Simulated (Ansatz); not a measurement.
**Hf2SnC: further runs on the relaxed cell**

Aim: for Hf2SnC, fit an equation of state.

Method: DFT r2SCAN, scalar-relativistic, plane waves, PAW, in Ansatz 0.2.0.

## Step 1: The structure to begin with

It takes space group P6_3/mmc (No. 194, hexagonal). The conventional cell has a = 3.336 Å, b = 3.336 Å, c = 14.380 Å, α = 90.00°, β = 90.00°, γ = 120.00°. Around Hf (site symmetry 3m) lie 3 C at 2.28 Å. Sn (site symmetry -6m2) is surrounded by 6 Hf at 3.06 Å and 6 Sn at 3.34 Å. C (site symmetry -3m) is surrounded by 6 Hf at 2.28 Å.

As a file:

```
Hf Sn C
1.0
     3.33601    0.00000    0.00000
    -1.66800    2.88907    0.00000
     0.00000    0.00000   14.38010
Hf Sn C
4 2 2
Direct
  0.33333 0.66667 0.08492
  0.66667 0.33333 0.58492
  0.66667 0.33333 0.91508
  0.33333 0.66667 0.41508
  0.33333 0.66667 0.75000
  0.66667 0.33333 0.25000
  0.00000 0.00000 0.00000
  0.00000 0.00000 0.50000
```

It goes back to an entry of the Materials Project, which need not be the stable form.

This cell was relaxed beforehand with the same method: volume 17.32 Å³/atom, gap on the mesh none (metal).

## Step 2: Volume × 0.97

File input.yaml:

```yaml
crystal:
  lattice:
    - [3.3023057961, 0.0, 0.0]
    - [-1.651152898, 2.8598807105, 0.0]
    - [0.0, 0.0, 14.2348332113]
  atoms:
    - { symbol: Hf, position: [0.3333333333, 0.6666666667, 0.0849212159] }
    - { symbol: Hf, position: [0.6666666667, 0.3333333333, 0.5849212159] }
    - { symbol: Hf, position: [0.6666666667, 0.3333333333, 0.9150787841] }
    - { symbol: Hf, position: [0.3333333333, 0.6666666667, 0.4150787841] }
    - { symbol: Sn, position: [0.3333333333, 0.6666666667, 0.75] }
    - { symbol: Sn, position: [0.6666666667, 0.3333333333, 0.25] }
    - { symbol: C, position: [0.0, 0.0, 0.0] }
    - { symbol: C, position: [0.0, 0.0, 0.5] }
basis:
  ecutwfc: 500
kpoints:
  mp_grid: { grid: [12, 12, 4] }
hamiltonian:
  xc: r2scan
scf:
  occupations: { method: gaussian, width: 0.1 }
output:
  forces: true
  stress: true
  eigenvalues: true
relax:
  adjacent_minimum: "off"
  f_tol: 0.01
  max_steps: 30
  cell: { stress_tol: 0.1, fix: [volume] }
```

The run is started by

```sh
$ ansatz run input.yaml --threads 4 --pin off --max-ram 10240MiB --backend cpu --events-out ev --progress --plain --runs-dir out
```

## Step 3: Volume × 1.03

Edit input.yaml of step 2 so:

```diff
@@ -2,5 +2,5 @@
   lattice:
-    - [3.3023057961, 0.0, 0.0]
-    - [-1.651152898, 2.8598807105, 0.0]
-    - [0.0, 0.0, 14.2348332113]
+    - [3.3690370234, 0.0, 0.0]
+    - [-1.6845185117, 2.9176716486, 0.0]
+    - [0.0, 0.0, 14.522483099]
   atoms:
@@ -26,2 +26,6 @@
   eigenvalues: true
+  write_density: true
+  write_potential: true
+  elf: true
+  volumetric_format: npy
 relax:
```

## Step 4: Volume × 0.94

File input.yaml:

```yaml
crystal:
  lattice:
    - [3.2636143011, 0.0, 0.0]
    - [-1.6318071505, 2.8263728929, 0.0]
    - [0.0, 0.0, 14.1236003751]
  atoms:
    - { symbol: Hf, position: [0.3333333333, 0.6666666667, 0.085741704] }
    - { symbol: Hf, position: [0.6666666667, 0.3333333333, 0.585741704] }
    - { symbol: Hf, position: [0.6666666667, 0.3333333333, 0.914258296] }
    - { symbol: Hf, position: [0.3333333333, 0.6666666667, 0.414258296] }
    - { symbol: Sn, position: [0.3333333333, 0.6666666667, 0.75] }
    - { symbol: Sn, position: [0.6666666667, 0.3333333333, 0.25] }
    - { symbol: C, position: [0.0, 0.0, 0.0] }
    - { symbol: C, position: [0.0, 0.0, 0.5] }
basis:
  ecutwfc: 500
kpoints:
  mp_grid: { grid: [12, 12, 4] }
hamiltonian:
  xc: r2scan
scf:
  occupations: { method: gaussian, width: 0.1 }
output:
  forces: true
  stress: true
  eigenvalues: true
relax:
  adjacent_minimum: "off"
  f_tol: 0.01
  max_steps: 30
  cell: { stress_tol: 0.1, fix: [volume] }
```

## Step 5: Volume × 1.06

File input.yaml:

```yaml
crystal:
  lattice:
    - [3.4030323574, 0.0, 0.0]
    - [-1.7015161787, 2.9471124714, 0.0]
    - [0.0, 0.0, 14.6483574934]
  atoms:
    - { symbol: Hf, position: [0.3333333333, 0.6666666667, 0.0841085856] }
    - { symbol: Hf, position: [0.6666666667, 0.3333333333, 0.5841085856] }
    - { symbol: Hf, position: [0.6666666667, 0.3333333333, 0.9158914144] }
    - { symbol: Hf, position: [0.3333333333, 0.6666666667, 0.4158914144] }
    - { symbol: Sn, position: [0.3333333333, 0.6666666667, 0.75] }
    - { symbol: Sn, position: [0.6666666667, 0.3333333333, 0.25] }
    - { symbol: C, position: [0.0, 0.0, 0.0] }
    - { symbol: C, position: [0.0, 0.0, 0.5] }
basis:
  ecutwfc: 500
kpoints:
  mp_grid: { grid: [12, 12, 4] }
hamiltonian:
  xc: r2scan
scf:
  occupations: { method: gaussian, width: 0.1 }
output:
  forces: true
  stress: true
  eigenvalues: true
relax:
  adjacent_minimum: "off"
  f_tol: 0.01
  max_steps: 30
  cell: { stress_tol: 0.1, fix: [volume] }
```

## Step 6: Volume × 0.91

File input.yaml:

```yaml
crystal:
  lattice:
    - [3.2235590852, 0.0, 0.0]
    - [-1.6117795426, 2.7916840584, 0.0]
    - [0.0, 0.0, 14.0147496689]
  atoms:
    - { symbol: Hf, position: [0.3333333333, 0.6666666667, 0.0865382211] }
    - { symbol: Hf, position: [0.6666666667, 0.3333333333, 0.5865382211] }
    - { symbol: Hf, position: [0.6666666667, 0.3333333333, 0.9134617789] }
    - { symbol: Hf, position: [0.3333333333, 0.6666666667, 0.4134617789] }
    - { symbol: Sn, position: [0.3333333333, 0.6666666667, 0.75] }
    - { symbol: Sn, position: [0.6666666667, 0.3333333333, 0.25] }
    - { symbol: C, position: [0.0, 0.0, 0.0] }
    - { symbol: C, position: [0.0, 0.0, 0.5] }
basis:
  ecutwfc: 500
kpoints:
  mp_grid: { grid: [12, 12, 4] }
hamiltonian:
  xc: r2scan
scf:
  occupations: { method: gaussian, width: 0.1 }
output:
  forces: true
  stress: true
  eigenvalues: true
relax:
  adjacent_minimum: "off"
  f_tol: 0.01
  max_steps: 30
  cell: { stress_tol: 0.1, fix: [volume] }
```

## Step 7: Point at V/V0 = 1.10

File input.yaml:

```yaml
crystal:
  lattice:
    - [3.4462417174, 0.0, 0.0]
    - [-1.7231208587, 2.9845328749, 0.0]
    - [0.0, 0.0, 14.8223285892]
  atoms:
    - { symbol: Hf, position: [0.3333333333, 0.6666666667, 0.0832420421] }
    - { symbol: Hf, position: [0.6666666667, 0.3333333333, 0.5832420421] }
    - { symbol: Hf, position: [0.6666666667, 0.3333333333, 0.9167579579] }
    - { symbol: Hf, position: [0.3333333333, 0.6666666667, 0.4167579579] }
    - { symbol: Sn, position: [0.3333333333, 0.6666666667, 0.75] }
    - { symbol: Sn, position: [0.6666666667, 0.3333333333, 0.25] }
    - { symbol: C, position: [0.0, 0.0, 0.0] }
    - { symbol: C, position: [0.0, 0.0, 0.5] }
basis:
  ecutwfc: 500
kpoints:
  mp_grid: { grid: [12, 12, 4] }
hamiltonian:
  xc: r2scan
scf:
  occupations: { method: gaussian, width: 0.1 }
output:
  forces: true
  stress: true
  eigenvalues: true
  write_density: true
  write_potential: true
  elf: true
  volumetric_format: npy
relax:
  adjacent_minimum: "off"
  f_tol: 0.01
  max_steps: 30
  cell: { stress_tol: 0.1, fix: [volume] }
```

## Step 8: Volume × 0.88

File input.yaml:

```yaml
crystal:
  lattice:
    - [3.1811508836, 0.0, 0.0]
    - [-1.5905754418, 2.7549574785, 0.0]
    - [0.0, 0.0, 13.9164786472]
  atoms:
    - { symbol: Hf, position: [0.3333333333, 0.6666666667, 0.0873264851] }
    - { symbol: Hf, position: [0.6666666667, 0.3333333333, 0.5873264851] }
    - { symbol: Hf, position: [0.6666666667, 0.3333333333, 0.9126735149] }
    - { symbol: Hf, position: [0.3333333333, 0.6666666667, 0.4126735149] }
    - { symbol: Sn, position: [0.3333333333, 0.6666666667, 0.75] }
    - { symbol: Sn, position: [0.6666666667, 0.3333333333, 0.25] }
    - { symbol: C, position: [0.0, 0.0, 0.0] }
    - { symbol: C, position: [0.0, 0.0, 0.5] }
basis:
  ecutwfc: 500
kpoints:
  mp_grid: { grid: [12, 12, 4] }
hamiltonian:
  xc: r2scan
scf:
  occupations: { method: gaussian, width: 0.1 }
output:
  forces: true
  stress: true
  eigenvalues: true
relax:
  adjacent_minimum: "off"
  f_tol: 0.01
  max_steps: 30
  cell: { stress_tol: 0.1, fix: [volume] }
```

(Steps that only read results are left out.)

What does the calculation give? Wanted: equilibrium volume of the fit; bulk modulus.

The runs gave:

| quantity | value |
| --- | --- |
| equilibrium volume of the fit | 17.32 Å³/atom |
| bulk modulus | 147 GPa |
| its pressure derivative | 4.3 |

The fit puts the minimum at 17.32 Å³/atom with B = 147 GPa and B' = 4.3. The runs treat Hf without spin-orbit coupling.
